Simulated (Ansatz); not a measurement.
# Be3Cd2S: the cost of one run

Program: Ansatz 0.2.0. Level of theory: DFT PBE, scalar-relativistic, plane waves, PAW. These are calculated values, not measurements.

## Step 1: The system as given

Symmetry: P4/mmm, No. 123, tetragonal system. Conventional cell: a = 5.068 Å, b = 5.068 Å, c = 3.743 Å, α = 90.00°, β = 90.00°, γ = 90.00°. Be (site symmetry mmm) has 2 Be at 2.53 Å and 2 Cd at 2.53 Å in its first shell of neighbours. Be (site symmetry 4/mmm) is surrounded by 2 Cd at 1.87 Å. Cd (site symmetry 4/mmm) is surrounded by 2 S at 1.87 Å. Around Cd (site symmetry 4/mmm) lie 2 Be at 1.87 Å. Around S (site symmetry 4/mmm) lie 2 Cd at 1.87 Å.

Coordinates:

```cif
data_structure
_symmetry_space_group_name_H-M 'P 1'
_symmetry_Int_Tables_number 1
_cell_length_a 5.0676
_cell_length_b 5.0676
_cell_length_c 3.7432
_cell_angle_alpha 90.000
_cell_angle_beta 90.000
_cell_angle_gamma 90.000
_cell_volume 96.13
loop_
_atom_site_label
_atom_site_type_symbol
_atom_site_fract_x
_atom_site_fract_y
_atom_site_fract_z
_atom_site_occupancy
Be1 Be 0.00000 0.50000 0.50000 1
Be2 Be 0.50000 0.00000 0.50000 1
Be3 Be 0.00000 0.00000 0.50000 1
Cd1 Cd 0.50000 0.50000 0.50000 1
Cd2 Cd 0.00000 0.00000 0.00000 1
S1 S 0.50000 0.50000 0.00000 1
```

The cell is invented: random cell by space group and Wyckoff sites (P4/mmm, No. 123). Lengths come from tabulated atomic sizes and are only a guess.

## Step 2: Probe: one point on a coarse mesh

input.yaml reads:

```yaml
crystal:
  lattice:
    - [5.06755386, 0.0, 0.0]
    - [0.0, 5.06755386, 0.0]
    - [0.0, 0.0, 3.7432067]
  atoms:
    - { symbol: Be, position: [0.0, 0.5, 0.5] }
    - { symbol: Be, position: [0.5, 0.0, 0.5] }
    - { symbol: Be, position: [0.0, 0.0, 0.5] }
    - { symbol: Cd, position: [0.5, 0.5, 0.5] }
    - { symbol: Cd, position: [0.0, 0.0, 0.0] }
    - { symbol: S, position: [0.5, 0.5, 0.0] }
basis:
  ecutwfc: 420
kpoints:
  mp_grid: { grid: [4, 4, 4] }
hamiltonian:
  xc: pbe
scf:
  occupations: { method: gaussian, width: 0.1 }
  lower_state_search: "off"
output:
  forces: true
  stress: true
  eigenvalues: true
```

Started as:

```bash
$ ansatz run input.yaml --threads 1 --pin off --max-ram 2560MiB --backend cpu --events-out ev --progress --plain --runs-dir out
```

What time and memory should one allow on 1 thread of Arm Neoverse V2, shared host?

About 3.2 s, with a peak of 0.35 GiB.
